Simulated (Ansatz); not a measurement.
Runs of Ansatz 0.2.0 on MoIr4. The structure is trigonal, space group R-3m (No. 166). The conventional cell has a = 2.748 Å, b = 2.748 Å, c = 33.918 Å, α = 90.00°, β = 90.00°, γ = 120.00°. Ir (site symmetry 3m) has 9 Ir at 2.75 to 2.79 Å and 3 Mo at 2.75 Å as nearest neighbours. Ir (site symmetry 3m) is surrounded by 12 Ir at 2.72 to 2.79 Å. Mo (site symmetry -3m) is surrounded by 6 Mo at 2.75 Å and 6 Ir at 2.75 Å. The cell comes from a database or a generator and needn't be the stable form of this composition.

```tsv
task	level	spin	cell	cutoff (eV)	points for each segment of the path	gap on the mesh (eV)	pressure (GPa)	relaxed volume (Å³/atom)	largest force (eV/Å)
relaxation of cell and atoms	PBE	off	relaxed	420	-	none	0.0	(a)	0.01
relaxation of cell and atoms	LDA	off	relaxed	420	-	none	0.0	14.04	-
band structure	PBEsol	SOC, no magnetisation	as given	420	14	none	-11.5	-	0.07
relaxation of cell and atoms	r2SCAN	off	relaxed	500	-	none	0.0	(b)	-
```

Alike in all rows: potentials or basis Ansatz PAW; k mesh 11 × 11 × 11; smearing fermi-dirac 0.05 eV.

Task: Estimate the missing entries.

Result: (a) 14.72; (b) 14.45.

Caveats: the plane-wave basis is chosen anew once the cell has moved, so the energies of steps on either side of that aren't comparable (some runs); the PAW data sets come from PBE, with cores solved anew for the run's functional, which leaves a small shift of forces and pressure (some runs).

A k mesh can miss the band edges, and rows without SOC leave out spin-orbit coupling on Ir, Mo.

A gap of «none» marks a metal or a gap under the smearing width.
